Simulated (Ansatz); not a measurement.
# C2H9ClN2OSi2: one species, many methods

One table from this session's results is given with a row withheld; the runs are named, their logs left out.

The runs use Ansatz 0.2.0, Gaussian basis; functionals in def2-TZVPP, the program's frozen cores in correlated methods.

Levels to be run: LDA (SPW92), PBE-D4, revPBE-D4, BLYP-D4, r2SCAN-D4, B97M-V, PBE0-D4, B3LYP-D4, r2SCANh-D4, r2SCAN0-D4, HSE06-D4, BHLYP-D4, CAM-B3LYP-D4, LC-ωPBE, ωB97X-V, ωB97M-V, B2PLYP, PBE-QIDH; CCSD(T)/def2-SVP; CCSD(T)/def2-TZVPP; MP2/def2-QZVPP; extrapolation to the limit; RPA on PBE.

### Structure used throughout

All runs share one geometry, relaxed beforehand with PBE0-D4 in a triple-zeta def2 set.

SMILES `C=C[Si@@H](N)O[Si@H](N)Cl`, 17 atoms, charge 0, spin multiplicity 1.

Atoms are counted from 1 here; the program's logs count them from 0.

Bond lengths: C1–C2 1.330 Å, C1–H9 1.086 Å, C1–H10 1.087 Å, C2–Si3 1.850 Å, C2–H11 1.089 Å, Si3–N4 1.704 Å, Si3–O5 1.654 Å, Si3–H12 1.483 Å, N4–H13 1.007 Å, N4–H14 1.007 Å, O5–Si6 1.613 Å, Si6–N7 1.695 Å, Si6–Cl8 2.079 Å, Si6–H15 1.475 Å, N7–H16 1.007 Å, N7–H17 1.008 Å. Angles: C2–C1–H9 121.3°, C2–C1–H10 122.3°, H9–C1–H10 116.5°, C1–C2–Si3 123.2°, C1–C2–H11 118.4°, Si3–C2–H11 118.4°, C2–Si3–N4 108.7°, C2–Si3–O5 105.4°, C2–Si3–H12 113.6°, N4–Si3–O5 115.4°, N4–Si3–H12 106.8°, O5–Si3–H12 107.2°, Si3–N4–H13 121.0°, Si3–N4–H14 120.5°, H13–N4–H14 111.7°, Si3–O5–Si6 142.4°, O5–Si6–N7 108.6°, O5–Si6–Cl8 107.0° and more.

The first run:

in.yaml

```yaml
crystal:
  periodic: [false, false, false]
  atoms:
    - {symbol: C, position_ang: [-1.676180, -0.644723, -2.090160]}
    - {symbol: C, position_ang: [-0.355320, -0.722881, -2.228314]}
    - {symbol: Si, position_ang: [0.822182, -0.555752, -0.810708]}
    - {symbol: N, position_ang: [1.923684, 0.696040, -1.160809]}
    - {symbol: O, position_ang: [-0.126162, -0.313123, 0.522767]}
    - {symbol: Si, position_ang: [-0.057403, -0.136695, 2.125111]}
    - {symbol: N, position_ang: [-1.123420, 1.099815, 2.579598]}
    - {symbol: Cl, position_ang: [1.929166, 0.238034, 2.611447]}
    - {symbol: H, position_ang: [-2.132821, -0.480937, -1.118461]}
    - {symbol: H, position_ang: [-2.354242, -0.741116, -2.933885]}
    - {symbol: H, position_ang: [0.052261, -0.891070, -3.224159]}
    - {symbol: H, position_ang: [1.626281, -1.776657, -0.559537]}
    - {symbol: H, position_ang: [1.613700, 1.558635, -1.577231]}
    - {symbol: H, position_ang: [2.742548, 0.831558, -0.590206]}
    - {symbol: H, position_ang: [-0.410537, -1.362897, 2.864559]}
    - {symbol: H, position_ang: [-1.358342, 1.227039, 3.550881]}
    - {symbol: H, position_ang: [-1.134495, 1.974330, 2.079207]}
basis:
  gaussian: {orbitals: def2-TZVPP}
hamiltonian: {xc: lda}
output: {orbitals: {seedname: orbitals}}
```

Among the steps run: LDA; PBE-D4 (GGA); revPBE-D4 (GGA); BLYP-D4 (GGA); r2SCAN-D4 (meta-GGA); B97M-V (meta-GGA); PBE0-D4 (hybrid); B3LYP-D4 (hybrid); r2SCANh-D4 (hybrid); r2SCAN0-D4 (hybrid); HSE06-D4 (hybrid); BHLYP-D4 (hybrid); CAM-B3LYP-D4 (range-separated); LC-ωPBE (range-separated); ωB97X-V (range-separated); ωB97M-V (range-separated); B2PLYP (double hybrid); PBE-QIDH (double hybrid).

One of the session's tables, all rows but one given; the rest of the session is left out.

It belongs to the step «Orbital energies across the functionals». 

```
  functional  HOMO (eV)  gap (eV)
 LDA (SPW92)      -6.38      4.67
      PBE-D4      -6.20      4.72
   revPBE-D4      -6.13      4.75
     BLYP-D4      -6.06      4.74
   r2SCAN-D4          ?         ?
      B97M-V      -6.61      5.35
     PBE0-D4      -7.66      7.19
    B3LYP-D4      -7.40      6.71
  r2SCANh-D4      -7.06      6.17
  r2SCAN0-D4      -7.88      7.54
    HSE06-D4      -7.25      6.40
    BHLYP-D4      -8.89      9.52
CAM-B3LYP-D4      -9.10      9.79
     LC-ωPBE     -10.54     12.40
     ωB97X-V     -10.16     11.90
     ωB97M-V     -10.07     11.65
```

Q: Estimate the row for r2SCAN-D4 from the others.

Worked estimate for «HOMO (eV)». Against the share of exact exchange, r2SCANh-D4 (0.1, -7.06), r2SCAN0-D4 (0.25, -7.88) give a slope of -5.47 per unit share; at 0 the line stands at -6.51.

As computed: HOMO (eV): -6.51; gap (eV): 5.26. In «HOMO (eV)» the line misses by 0.00.
